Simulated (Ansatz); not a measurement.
# B2FH3OSi: rigid torsion scan

A script is to give a rigid torsion scan; the system is B2FH3OSi. SMILES: BB1O[SiH]1F.

All numbers are computed with the Python package of Ansatz 0.2.0. The levels of theory stand in the script.

## Step 1: Starting point

Bond lengths: B1–B2 1.694 Å, B2–O3 1.493 Å, B2–Si4 1.949 Å, O3–Si4 1.672 Å, Si4–F5 1.665 Å, B1–H6 1.110 Å, B1–H7 1.218 Å, Si4–H8 1.502 Å. Angles: B1–B2–O3 151.8°, B1–B2–Si4 139.9°, O3–B2–Si4 56.2°, B2–B1–H6 121.7°, B2–B1–H7 116.9°, H6–B1–H7 121.3°, B2–O3–Si4 75.8°, B2–Si4–O3 47.9°, B2–Si4–F5 119.5°, B2–Si4–H8 123.3°, O3–Si4–F5 111.5°, O3–Si4–H8 103.0°, F5–Si4–H8 116.5°.

The script holds or builds the structure itself.

## Step 2: Script

Contents of b2fh3osi_torsion.py:

```python
import logging
import sys

import ansatz as az
from ase import Atoms

logging.basicConfig(stream=sys.stdout, format="%(levelname)s %(message)s")
logger = logging.getLogger("b2fh3osi")
logger.setLevel(logging.INFO)

atoms = Atoms(["B", "B", "O", "Si", "F", "H", "H", "H"], positions=[
    (1.2442, 0.8612, 1.1278),
    (-0.1438, 0.4846, 0.2318),
    (-1.0185, 0.6426, -0.9678),
    (-0.9309, -1.0111, -0.7397),
    (-0.0611, -1.7499, -1.9521),
    (1.7341, 0.1145, 1.7874),
    (1.6418, 2.0112, 1.0691),
    (-2.3737, -1.4103, -0.6121),
])

first = az.Crystal.molecule_from_ase(atoms).calculation()
first = first.basis(gaussian="def2-SVP")
first = first.functional("pbe0")
first = first.relax(force_tolerance=0.02, max_steps=80)
atoms.positions = first.run().report["positions_ang"]

start = atoms.get_dihedral(2, 1, 0, 5)
energies = {}
for turn in range(0, 360, 30):
    turned = atoms.copy()
    turned.set_dihedral(2, 1, 0, 5, start + turn, indices=[0, 5, 6])
    calc = az.Crystal.molecule_from_ase(turned).calculation().basis(gaussian="def2-SVP").correlation("mp2")
    energies[round((start + turn) % 360)] = calc.run().report["free_energy_ev"]
floor = min(energies.values())
logger.info("dihedral O2-B1-B0-H5 (deg)   E - E(min) (kcal/mol)")
for angle, e in sorted(energies.items()):
    logger.info(f"{angle:8d} {23.060548 * (e - floor):14.3f}  " + "#" * int(30 * (e - floor) / max(max(energies.values()) - floor, 1e-9)))
```

## Step 3: The input behind the calls

The engine receives this input (first run):

```yaml
crystal:
  periodic: [false, false, false]
  atoms:
    - { symbol: B, position_ang: [1.2442, 0.8612, 1.1278] }
    - { symbol: B, position_ang: [-0.1438, 0.4846, 0.2318] }
    - { symbol: O, position_ang: [-1.0185, 0.6426, -0.9678] }
    - { symbol: Si, position_ang: [-0.9309, -1.0111, -0.7397] }
    - { symbol: F, position_ang: [-0.0611, -1.7499, -1.9521] }
    - { symbol: H, position_ang: [1.7341, 0.1145, 1.7874] }
    - { symbol: H, position_ang: [1.6418, 2.0112, 1.0691] }
    - { symbol: H, position_ang: [-2.3737, -1.4103, -0.6121] }
basis:
  gaussian:
    orbitals: def2-SVP
hamiltonian:
  xc: pbe0
relax:
  f_tol: 0.02
  max_steps: 80
```

## Step 4: Launch

Run with:

```console
python b2fh3osi_torsion.py
```

Log:

```text
INFO dihedral O2-B1-B0-H5 (deg)   E - E(min) (kcal/mol)
INFO        6         11.372  #############################
INFO       36          7.783  ####################
INFO       66          2.322  ######
INFO       96          0.000
INFO      126          2.355  ######
INFO      156          7.856  ####################
INFO      186         11.475  ##############################
INFO      216          8.770  ######################
INFO      246          3.724  #########
INFO      276          1.497  ###
INFO      306          3.685  #########
INFO      336          8.690  ######################
```

It took 78 s on 1 thread of Arm Neoverse V1, shared host; peak memory 0.25 GiB.

## Step 5: The relaxation of run 0, step by step

Relaxation path:

| step | energy from step 1 (eV) | largest force component (eV/Å) |
| --- | --- | --- |
| 1 | 0.0000 | 3.5681 |
| 2 | -0.6868 | 1.8296 |
| 3 | -0.9923 | 0.7980 |
| 4 | -1.1043 | 0.4585 |
| 5 | -1.1801 | 0.2510 |
| 6 | -1.2386 | 0.5372 |
| 7 | -1.3055 | 0.6333 |
| 8 | -1.3694 | 0.4774 |
| 9 | -1.4014 | 0.6350 |
| 10 | -1.3855 | 1.3939 |
| 11 | -1.4300 | 0.1923 |
| 12 | -1.4330 | 0.2823 |
| 13 | -1.4348 | 0.1552 |
| 14 | -1.4361 | 0.0408 |
| 15 | -1.4366 | 0.0584 |
| 16 | -1.4370 | 0.0169 |

Step 1 is the start. Step 10 was tried and not accepted.

Before: Bond lengths: B1–B2 1.694 Å, B2–O3 1.493 Å, B2–Si4 1.949 Å, O3–Si4 1.672 Å, Si4–F5 1.665 Å, B1–H6 1.110 Å, B1–H7 1.218 Å, Si4–H8 1.502 Å. Angles: B1–B2–O3 151.8°, B1–B2–Si4 139.9°, O3–B2–Si4 56.2°, B2–B1–H6 121.7°, B2–B1–H7 116.9°, H6–B1–H7 121.3°, B2–O3–Si4 75.8°, B2–Si4–O3 47.9°, B2–Si4–F5 119.5°, B2–Si4–H8 123.3°, O3–Si4–F5 111.5°, O3–Si4–H8 103.0°, F5–Si4–H8 116.5°.

After: Bond lengths: B1–B2 1.648 Å, B2–O3 1.348 Å, B2–Si4 1.931 Å, O3–Si4 1.749 Å, Si4–F5 1.620 Å, B1–H6 1.209 Å, B1–H7 1.209 Å, Si4–H8 1.481 Å. Angles: B1–B2–O3 150.6°, B1–B2–Si4 147.8°, O3–B2–Si4 61.5°, B2–B1–H6 121.2°, B2–B1–H7 120.2°, H6–B1–H7 118.0°, B2–O3–Si4 75.9°, B2–Si4–O3 42.6°, B2–Si4–F5 122.2°, B2–Si4–H8 129.2°, O3–Si4–F5 111.3°, O3–Si4–H8 109.9°, F5–Si4–H8 107.0°.

Run 0 is this relaxation; the runs after it count from 1.

## Step 6: The engine's runs

The 12 runs, in the order started:

```
run  turn (°)  energy from run 1 (eV)  iterations in all  CPU time (s)
  1         0                  0.0000                 12             1
  2        30                  0.1021                 14           1.1
  3        60                  0.3407                 15           1.1
  4        90                  0.4976                 19           1.2
  5       120                  0.3803                 12           1.1
  6       150                  0.1615                 12             1
  7       180                  0.0649                 12             1
  8       210                  0.1598                 14             1
  9       240                  0.3768                 16           1.1
 10       270                  0.4932                 16           1.2
 11       300                  0.3375                 12             1
 12       330                  0.1007                 12             1
```

## Step 7: Results

```
              quantity     value
         runs compared        12
       range of energy  0.498 eV
lowest point, turn (°)         0
```

**Reading.** The lowest point lies at a turn of 0°, the highest 0.498 eV (48.0 kJ/mol) above it at 90°. The grid can miss the true lowest and highest points, and the rest of the molecule is held rigid. Run 0: After 14 moves the largest shift is 1.055 Å, of atom 6 (H). So large a move can change the bonding: the results belong to the relaxed structure. The scan is rigid and the energies are electronic, in a modest basis. With rigid groups the curve can differ much from the relaxed path, the start wasn't checked as a minimum of this torsion, and equivalent turns needn't return to the same energy. The start is relaxed with a density functional and scanned with the wavefunction method, so it isn't exactly that method's minimum.
